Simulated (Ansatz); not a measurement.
# ZrSnTe: further runs on the relaxed cell

One table from this session's results is given with a row withheld; the runs are named, their logs left out.

Method: DFT PBEsol, scalar-relativistic, plane waves, PAW, in Ansatz 0.2.0.

2 further runs of the same task are left out: 2 set aside as unsound or not needed. Runs told in other sessions of the task aren't counted.

## The starting structure

The structure is tetragonal, space group P4/nmm (No. 129). The conventional cell has a = 4.042 Å, b = 4.042 Å, c = 8.684 Å, α = 90.00°, β = 90.00°, γ = 90.00°. Zr (site symmetry 4mm) is surrounded by 5 Te at 3.03 to 3.07 Å and 4 Sn at 3.06 Å. Sn (site symmetry -4m2) is surrounded by 4 Sn at 2.86 Å and 4 Zr at 3.06 Å. Te (site symmetry 4mm) is surrounded by 5 Zr at 3.03 to 3.07 Å.

Structure file:

```
CELL_PARAMETERS angstrom
4.04185 0.00000 0.00000
0.00000 4.04185 0.00000
0.00000 0.00000 8.68420
ATOMIC_POSITIONS crystal
Zr 0.50000 0.00000 0.26458
Zr 0.00000 0.50000 0.73542
Sn 0.00000 0.00000 0.00000
Sn 0.50000 0.50000 0.00000
Te 0.50000 0.00000 0.61829
Te 0.00000 0.50000 0.38171
```

It goes back to an entry of the Materials Project, which need not be the stable form.

It is the result of an earlier relaxation at this level (volume 23.64 Å³/atom; gap on the mesh: none (metal)).

The first run:

input.yaml reads:

```yaml
crystal:
  lattice:
    - [4.0010203506, 0.0, 0.0]
    - [0.0, 4.0010203506, 0.0]
    - [0.0, 0.0, 8.596475048]
  atoms:
    - { symbol: Zr, position: [0.5, 0.0, 0.2645754338] }
    - { symbol: Zr, position: [0.0, 0.5, 0.7354245662] }
    - { symbol: Sn, position: [0.0, 0.0, 0.0] }
    - { symbol: Sn, position: [0.5, 0.5, 0.0] }
    - { symbol: Te, position: [0.5, 0.0, 0.6182875608] }
    - { symbol: Te, position: [0.0, 0.5, 0.3817124392] }
basis:
  ecutwfc: 420
kpoints:
  mp_grid: { grid: [10, 10, 4] }
hamiltonian:
  xc: pbesol
scf:
  occupations: { method: gaussian, width: 0.1 }
output:
  forces: true
  stress: true
  eigenvalues: true
relax:
  adjacent_minimum: "off"
  f_tol: 0.01
  max_steps: 30
  cell: { stress_tol: 0.1, fix: [volume] }
```

Started as:

```bash
$ ansatz run input.yaml --threads 2 --pin off --max-ram 5120MiB --backend cpu --events-out ev --progress --plain --runs-dir out
```

Steps of the session up to this table: Point at V/V0 = 0.97; Point at V/V0 = 1.03; Point at V/V0 = 0.94; Point at V/V0 = 1.06; The cell scaled to 0.91 of its volume; The cell scaled to 1.10 of its volume; Point at V/V0 = 0.88.

One table of the session follows, with a row left open; its other results are not shown here.

It belongs to the step «Fit of the equation of state». 

| volume (Å³/atom) | energy above the lowest point (meV/atom) | pressure (GPa) |
| --- | --- | --- |
| 20.808 | 125.5 | 15.94 |
| 21.517 | ? | ? |
| 22.226 | 27.8 | 6.66 |
| 22.936 | 6.6 | 3.06 |
| 23.645 | 0.0 | 0.01 |
| 24.354 | 5.9 | -2.56 |
| 25.064 | 22.3 | -4.74 |
| 26.009 | 57.6 | -7.12 |

**Question.** Estimate the row for volume (Å³/atom) = 21.517.

Worked estimate for «energy above the lowest point (meV/atom)». A straight line through the neighbours (20.808, 125.5) and (22.226, 27.8) gives 125.5 + (27.8 − 125.5) × (21.517 − 20.808) / (22.226 − 20.808) = 76.6; a parabola fitted to 3 rows on both sides gives 67.4.

As computed: energy above the lowest point (meV/atom): 66.4; pressure (GPa): 10.91. In «energy above the lowest point (meV/atom)» the line misses by +10.2 and the parabola by +1.0.
